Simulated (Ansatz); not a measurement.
# Cu: the cost of one run

Program: Ansatz 0.2.0. Level of theory: DFT PBEsol, scalar-relativistic, plane waves, PAW. These are calculated values, not measurements.

1 further run of the same task is left out (it didn't finish).

### Step 1. Starting point

It takes space group Fm-3m (No. 225, cubic). Conventional cell: a = 3.615 Å, b = 3.615 Å, c = 3.615 Å, α = 90.00°, β = 90.00°, γ = 90.00°. Cu (site symmetry m-3m) is surrounded by 12 Cu at 2.56 Å.

Structure file:

```
Cu
1.0
     0.00000    1.80750    1.80750
     1.80750    0.00000    1.80750
     1.80750    1.80750    0.00000
Cu
1
Cartesian
  0.0000 0.0000 0.0000
```

Source of the structure: the Crystallography Open Database.

(A quick probe on a coarse mesh, which set the mesh and smearing, is not shown.)

### Step 3. Relaxing cell and atoms

The input, input.yaml:

```yaml
crystal:
  lattice:
    - [0.0, 1.8075, 1.8075]
    - [1.8075, 0.0, 1.8075]
    - [1.8075, 1.8075, 0.0]
  atoms:
    - { symbol: Cu, position: [0.0, 0.0, 0.0] }
basis:
  ecutwfc: 420
kpoints:
  mp_grid: { grid: [20, 20, 20] }
hamiltonian:
  xc: pbesol
scf:
  occupations: { method: gaussian, width: 0.1 }
output:
  forces: true
  stress: true
  eigenvalues: true
relax:
  adjacent_minimum: "off"
  f_tol: 0.005
  max_steps: 80
  cell: { stress_tol: 0.05 }
```

Started as:

```console
$ ansatz run input.yaml --threads 2 --pin off --max-ram 5120MiB --backend cpu --events-out ev --progress --plain --runs-dir out
```

Q: Estimate wall time and peak memory on 2 threads of Intel Xeon Platinum 8259CL at 2.50GHz (Skylake/Cascade Lake), shared host.

About 8.9 s, with a peak of 0.39 GiB.
